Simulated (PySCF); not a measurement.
# PbS (Pb(S)2+): the cost of one run

The runs use PySCF 2.14.0; several levels, as the steps say, no spin–orbit coupling.

1 further run of the same task is left out (it didn't finish).

**1. The system as given**

2 atoms, charge 2, spin multiplicity 1.

Bond lengths: Pb1–S2 2.926 Å.

As a file:

```xyz
2

Pb    0.0000    0.0000   -0.6777
S     0.0000    0.0000    2.2485
```

Formal oxidation states: Pb +4. An earlier session relaxed this geometry at PBE, Pb def2-SVP with ECP60, S def2-SVP (singlet, point group C∞v).

At PBE on the finer grid: E = -589.922927 Eh, HOMO -18.01 eV, LUMO -19.08 eV, Mulliken charge on Pb1 +1.51 e, largest force component 0.026 eV/Å. An empty level lies below a filled one, so this isn't the lowest state.

Levels to run: BLYP; M06-L; CAM-B3LYP; HF; PBE, TZVP; PBE, x2c-SVP. Hardware: 2 threads of Arm Neoverse V2, shared host.

**2. BLYP**

The input, run.py (the lines that set the calculation):

```python
mol = gto.M(atom='''
Pb     0.00000     0.00000    -0.67774
S      0.00000     0.00000     2.24847''',
    basis={'Pb': 'def2-SVP', 'S': 'def2-SVP'},
    ecp={'Pb': 'def2-SVP'},
    charge=2, spin=0)
mf = dft.RKS(mol, xc='BLYP')
mf.grids.atom_grid = (75, 302)
mf = mf.density_fit()  # fitting sets: Pb def2-universal-JKFIT, S def2-universal-JKFIT
mf.conv_tol = 1e-08; mf.max_cycle = 55
mf.kernel(dm0)  # dm0: the density of the relaxed state
```

The run is started by

```bash
$ OMP_NUM_THREADS=2 python run.py
```

**Question.** How long does this run take on 2 threads of Arm Neoverse V2, shared host?

About 5.6 s.
